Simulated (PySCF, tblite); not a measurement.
# C₇H₇O₂ radical: geometry, infrared bands and EPR parameters

Wanted: the infrared bands and EPR parameters of C₇H₇O₂ radical (`[O]c1ccc(CO)cc1`), by calculation.

Programs: tblite 0.8.0 and PySCF 2.14.0, with density-fitted response routines of our own. Each step states its level of theory. These are calculated values for one molecule in the gas phase, unless marked as measured. Atoms count from 0, in the outputs and in this text.

**1. Starting geometry**

16 atoms, charge 0, multiplicity 2; geometry from: force field or distance geometry start.

Bonds of the start (Å): O0–C1 1.37, C1–C2 1.40, C2–C3 1.37, C3–C4 1.40, C4–C5 1.50, C5–O6 1.40, C4–C7 1.37, C7–C8 1.38, C8–C1 1.39, C2–H9 1.09, C3–H10 1.09, C5–H11 1.11, C5–H12 1.11, O6–H13 0.99, C7–H14 1.07, C8–H15 1.10.

**2. Optimising the geometry with GFN2-xTB**

What the job is given:

```
{"job": {"kind": "relax", "xc": "GFN2-xTB", "basis": "xTB"}, "charge": 0, "multiplicity": 2}
O     -3.602600     0.467300    -0.014800
C     -2.241900     0.281800     0.025300
C     -1.366200     1.196300     0.612700
C     -0.010500     0.971200     0.626300
C      0.472000    -0.219700     0.079500
C      1.959500    -0.408200     0.133000
O      2.450600     0.169900    -1.042500
C     -0.352400    -1.149000    -0.501500
C     -1.709700    -0.880700    -0.508300
H     -1.732200     2.119500     1.054900
H      0.672900     1.683900     1.083800
H      2.207100    -1.485000     0.089200
H      2.419100     0.129500     0.988300
H      3.207800     0.751400    -0.771600
H      0.059500    -2.045500    -0.926800
H     -2.440500    -1.573700    -0.939000
```

Command:

```bash
> OMP_NUM_THREADS=1 python probes_run.py task.json out
```

The driver reads the jobs from task.json and runs them one after another.

Log:

```text
step      E/eV     max force
  0    -723.30619    5.571
  1    -723.83703    1.100
  2    -723.87294    0.526
  3    -723.91035    0.407
  4    -723.93102    0.430
  5    -723.93898    0.166
  6    -723.94433    0.159
  7    -723.94829    0.168
  8    -723.95069    0.142
  9    -723.95204    0.094
 10    -723.95310    0.089
 11    -723.95400    0.087
 12    -723.95455    0.072
 13    -723.95492    0.075
 14    -723.95535    0.066
 15    -723.95598    0.090
 16    -723.95667    0.095
 17    -723.95719    0.072
 18    -723.95748    0.039
 19    -723.95768    0.042
 20    -723.95785    0.035
 21    -723.95800    0.032
 22    -723.95817    0.037
 23    -723.95836    0.049
 24    -723.95854    0.040
 25    -723.95868    0.040
 26    -723.95882    0.045
 27    -723.95904    0.053
 28    -723.95956    0.108
 29    -723.96058    0.266
 30    -723.96228    0.315
 31    -723.96399    0.991
 32    -723.95799    0.928
 33    -723.97775    0.214
 34    -723.98360    0.586
 35    -723.99183    0.668
 36    -724.00911    0.278
 37    -724.00965    0.986
 38    -724.02264    0.162
 39    -724.02657    0.126
 40    -724.03036    0.273
 41    -724.03253    0.128
 42    -724.03672    0.109
 43    -724.04027    0.115
 44    -724.04253    0.113
 45    -724.04408    0.127
 46    -724.04532    0.087
 47    -724.04626    0.191
 48    -724.04714    0.134
 49    -724.04872    0.079
 50    -724.04995    0.104
 51    -724.05159    0.102
 52    -724.05246    0.115
 53    -724.05303    0.055
 54    -724.05361    0.106
 55    -724.05405    0.050
 56    -724.05438    0.035
 57    -724.05462    0.041
 58    -724.05496    0.048
 59    -724.05536    0.051
 60    -724.05573    0.051
 61    -724.05599    0.041
 62    -724.05619    0.031
 63    -724.05640    0.034
 64    -724.05659    0.032
 65    -724.05673    0.027
 66    -724.05683    0.027
 67    -724.05695    0.031
 68    -724.05711    0.034
 69    -724.05733    0.045
 70    -724.05758    0.048
 71    -724.05784    0.050
 72    -724.05809    0.054
 73    -724.05830    0.044
 74    -724.05846    0.043
 75    -724.05858    0.032
 76    -724.05866    0.023
 77    -724.05871    0.016
 78    -724.05874    0.012
 79    -724.05876    0.015
 80    -724.05880    0.018
 81    -724.05883    0.017
 82    -724.05885    0.010
 83    -724.05886    0.008
```

Wall time 0.5 s (1 thread of Arm Neoverse V1, shared host).

Step by step: (not every step is listed)

```tsv
step	energy from step 0 (eV)	largest force (eV/Å)
0	0.0000	5.5715
1	-0.5308	1.1001
2	-0.5667	0.5260
3	-0.6042	0.4068
4	-0.6248	0.4300
5	-0.6328	0.1660
6	-0.6381	0.1594
7	-0.6421	0.1682
8	-0.6445	0.1420
15	-0.6498	0.0903
22	-0.6520	0.0371
29	-0.6544	0.2658
36	-0.7029	0.2781
43	-0.7341	0.1153
50	-0.7438	0.1042
57	-0.7484	0.0411
64	-0.7504	0.0319
71	-0.7517	0.0503
78	-0.7525	0.0116
79	-0.7526	0.0148
80	-0.7526	0.0177
81	-0.7526	0.0171
82	-0.7527	0.0102
83	-0.7527	0.0079
```

Distances of close pairs at the start and the end, largest changes first:

```tsv
bond	before (Å)	after (Å)	change (Å)
O0–C1	1.374	1.236	-0.138
C1–C8	1.385	1.453	+0.067
C1–C2	1.396	1.453	+0.057
C4–C7	1.371	1.403	+0.031
O6–H13	0.992	0.964	-0.028
C7–C8	1.384	1.365	-0.019
C8–H15	1.095	1.080	-0.016
C5–O6	1.399	1.413	+0.014
```

The end geometry stands in the next job.

**3. Harmonic vibrations with GFN2-xTB**

What the job is given:

```
{"job": {"kind": "ir", "xc": "GFN2-xTB", "basis": "xTB"}, "charge": 0, "multiplicity": 2}
O     -3.468347     0.566677    -0.053105
C     -2.257271     0.326285    -0.001745
C     -1.310282     1.252502     0.594774
C      0.022548     0.968206     0.647827
C      0.532013    -0.234799     0.131269
C      2.014646    -0.489700     0.151611
O      2.657054     0.116042    -0.951570
C     -0.347826    -1.152409    -0.461714
C     -1.686909    -0.899806    -0.532353
H     -1.708623     2.171366     0.998145
H      0.706824     1.671842     1.104623
H      2.226486    -1.557003     0.058018
H      2.446533    -0.121227     1.094621
H      2.479822     1.063766    -0.940631
H      0.055554    -2.069890    -0.866322
H     -2.369820    -1.602906    -0.984857
```

Log:

```text
mode    cm-1     km/mol
  1     -32.5      3.37
  2      81.0      7.07
  3     179.9      2.75
  4     280.1     58.51
  5     329.2      3.55
  6     332.1      0.50
  7     366.5    122.95
  8     441.8     12.64
  9     441.9      5.60
 10     529.3     12.23
 11     599.8      3.69
 12     700.7      2.00
 13     730.5      0.01
 14     761.9     12.02
 15     825.4     35.65
 16     843.8      0.53
 17     915.5      0.01
 18     919.7      0.50
 19     947.0     21.53
 20     967.0      2.12
 21    1049.3     82.78
 22    1099.9      6.63
 23    1137.6     32.83
 24    1171.6      0.31
 25    1208.7      0.15
 26    1215.7      9.05
 27    1282.6     27.94
 28    1308.8      5.56
 29    1334.4     63.93
 30    1397.7      0.69
 31    1401.9      7.91
 32    1466.9      0.64
 33    1478.1      0.10
 34    1549.3    148.33
 35    1579.7     70.96
 36    2865.7     51.65
 37    2988.5     14.57
 38    3053.4     28.04
 39    3075.0     15.27
 40    3097.1     11.19
 41    3099.1      6.24
 42    3537.4      7.06
```

It took 0.49 s on 1 thread of Arm Neoverse V1, shared host.

Which atoms move in the most intense modes:

```tsv
cm⁻¹	km/mol	atoms
280	58.5	H13 30 %, C5 13 %
366	123.0	H13 59 %
825	35.6	C1 16 %, H9 14 %, H15 14 %
1049	82.8	C5 46 %, O6 41 %
1334	63.9	H11 46 %, H13 24 %, C5 13 %
1549	148.3	C1 53 %, O0 24 %
1580	71.0	C3 23 %, C7 22 %, C2 14 %, C8 13 %
2866	51.6	H12 93 %
```

**4. EPR parameters: B3LYP/pcH-1**

Settings changed since step 3:

```diff
@@ -1,2 +1,2 @@
-{"job": {"kind": "ir", "xc": "GFN2-xTB", "basis": "xTB"}, "charge": 0, "multiplicity": 2}
+{"job": {"kind": "epr", "basis": "pcH-1"}, "charge": 0, "multiplicity": 2}
 O     -3.468347     0.566677    -0.053105
```

Method: UKS B3LYP, pcH-1 on C H O, non-relativistic, mean-field spin-orbit, GIAO.

Log:

```text
UKS, coarse grid
  cycle   1  E = -421.16469242  |g| = 7.44e-01
  cycle   2  E = -419.83825062  |g| = 1.78e+00
  cycle   3  E = -421.27142109  |g| = 4.61e-01
  cycle   4  E = -421.37662210  |g| = 1.01e-01
  cycle   5  E = -421.37960886  |g| = 6.95e-02
  cycle   6  E = -421.38185452  |g| = 2.70e-02
  cycle   7  E = -421.38234572  |g| = 1.58e-02
  cycle   8  E = -421.38254590  |g| = 5.61e-03
  cycle   9  E = -421.38259929  |g| = 1.95e-03
  cycle  10  E = -421.38260231  |g| = 9.50e-04
UKS, final grid
  cycle   1  E = -421.38261599  |g| = 1.13e-03
  cycle   2  E = -421.38261523  |g| = 1.78e-03
  cycle   3  E = -421.38261666  |g| = 4.02e-04
  cycle   4  E = -421.38261674  |g| = 1.06e-04
  cycle   5  E = -421.38261676  |g| = 8.37e-05
  cycle   6  E = -421.38261676  |g| = 2.22e-05
E = -421.38261676 Eh   <S^2> = 0.7843 (exact 0.7500)
g shifts (ppm)      1          2          3
  rmc          -215       -215       -215
  gc            -10         49         46
  oz_so         -80       2261       8447
  total        -305       2095       8279
hyperfine (MHz)  atom isotope    a_iso     a_fc   dipolar eigenvalues
    0   17O     -26.51     -26.51   -123.68     61.77     61.92
    1   13C     -35.49     -35.49    -12.14      2.74      9.40
    2   13C      22.96      22.96    -23.58    -22.51     46.09
    3   13C     -26.44     -26.44    -18.37      8.17     10.21
    4   13C      36.97      36.97    -32.50    -30.74     63.24
    5   13C     -11.07     -11.07     -0.50     -0.32      0.82
    6   17O      -8.56      -8.56    -11.59      5.57      6.02
    7   13C     -26.51     -26.51    -18.70      8.35     10.35
    8   13C      23.02      23.02    -23.63    -22.53     46.15
    9    1H     -19.83     -19.83     -9.72     -2.10     11.82
   10    1H       7.40       7.40     -3.07     -0.81      3.88
   11    1H       3.46       3.46     -2.34     -1.44      3.78
   12    1H       9.19       9.19     -2.52     -1.35      3.87
   13    1H      -2.89      -2.89     -3.97     -0.39      4.37
   14    1H       7.56       7.56     -3.03     -0.90      3.93
   15    1H     -19.86     -19.86     -9.73     -2.11     11.84
```

Wall time 86 s (1 thread of Arm Neoverse V1, shared host); peak memory 1.1 GiB.

Principal g values 2.00201, 2.00441, 2.01060; g(iso) = 2.00568, against 2.00232 for a free electron.

Mean a(iso) over the nuclei that a row names, and the largest dipolar term of the row (other rows stand at the frozen geometry):

```tsv
nuclei	isotope	a(iso) (MHz)	a(iso) (G, at g = 2.0023)	largest dipolar term (MHz)
C4	13C	37.0	13.2	63.2
C1	13C	-35.5	-12.7	-12.1
O0	17O	-26.5	-9.5	-123.7
C3, C7	13C	-26.5	-9.4	-18.7
C2, C8	13C	23.0	8.2	46.2
H9, H15	1H	-19.8	-7.1	11.8
C5	13C	-11.1	-3.9	0.8
O6	17O	-8.6	-3.1	-11.6
H10, H14	1H	7.5	2.7	3.9
H11, H12	1H	6.3	2.3	3.9
H13	1H	-2.9	-1.0	4.4
```

Mulliken spin populations:

O0 0.40; C1 -0.10; C2 0.31; C3 -0.16; C4 0.40; C5 -0.02; O6 0.03; C7 -0.16; C8 0.31; H9 -0.01; H10 0.01; H11 0.00; H12 0.00; H13 0.00; H14 0.01; H15 -0.01

In first order the couplings over 0.8 MHz of 1H give 54 distinct lines over 25.0 G, if the averaged nuclei exchange fast.

The fields below are evaluated on a grid from the run's orbitals.

ELF in a plane through or near 12 of the atoms.

Ten even steps from '0' (0.00) to '9' (1.00):
```
0000000000000000000000000000
0000000000000000000000000000
0000000000000000000000000000
0000000000013200067510000000
0000000000499900599970000000
0000000000599930699950000000
0000000000089956589600210000
0000000000026339175204741000
0000000134226847579458972000
0000001254673651262184673000
0000001334692351276368873000
0000000366556966558515862000
0000001598303577644510110000
0000001697017956679970000000
0000000330069992179995000000
0000000000079981059993000000
0000000000016830002310000000
0000000000000000000000000000
0000000000000000000000000000
0000000000000000000000000000
```
The map spans 12.2 Å across and 9.7 Å up, centred on the molecule. Atoms in the plane (x, y in Å): O0 (3.5, 0.2), C1 (2.3, 0.1), C2 (1.4, 1.3), C3 (0.1, 1.1), C4 (-0.5, -0.1), C5 (-2.0, -0.2), C7 (0.2, -1.3), C8 (1.6, -1.2), H9 (1.9, 2.2), H10 (-0.5, 2.0), H14 (-0.3, -2.2), H15 (2.2, -2.1).

On the surface of density 0.002 e/bohr³ the electrostatic potential runs, from the 1st to the 99th percentile, from -1.73 V near O0 to 2.28 V near H13.

The spin density lies nearest to O0 25 %; C4 20 %; C2, C8 about 14 % each.

**5. What came out**

| quantity | value |
| --- | --- |
| strongest single infrared mode (GFN2-xTB) | 1549 cm⁻¹, 148 km/mol |
| zero-point energy (GFN2-xTB) | 75.2 kcal/mol |
| g(iso) (B3LYP) | 2.00568 |
| ⟨S²⟩ | 0.784 (exact 0.75) |
| largest a(iso) (averaged by class) | 13C on C4, 37.0 MHz |
| surface potential, 1st and 99th percentile | -1.73 V and 2.28 V |

Over 83 steps the energy fell by 0.753 eV; of the close pairs, O0–C1 changed most, 1.374 to 1.236 Å. The lowest mode is imaginary (32i cm⁻¹), so the xTB geometry is not a minimum. The strongest single mode, at 1549 cm⁻¹, moves mainly C1. Unscaled tight-binding wavenumbers are off by several per cent, some by more. Its intensities can rank the bands wrongly. The largest spin populations lie on C4 (0.40 e), O0 (0.40 e), C2 (0.31 e), C8 (0.31 e). The isotropic g lies 3.4 ppt above the free-electron value.
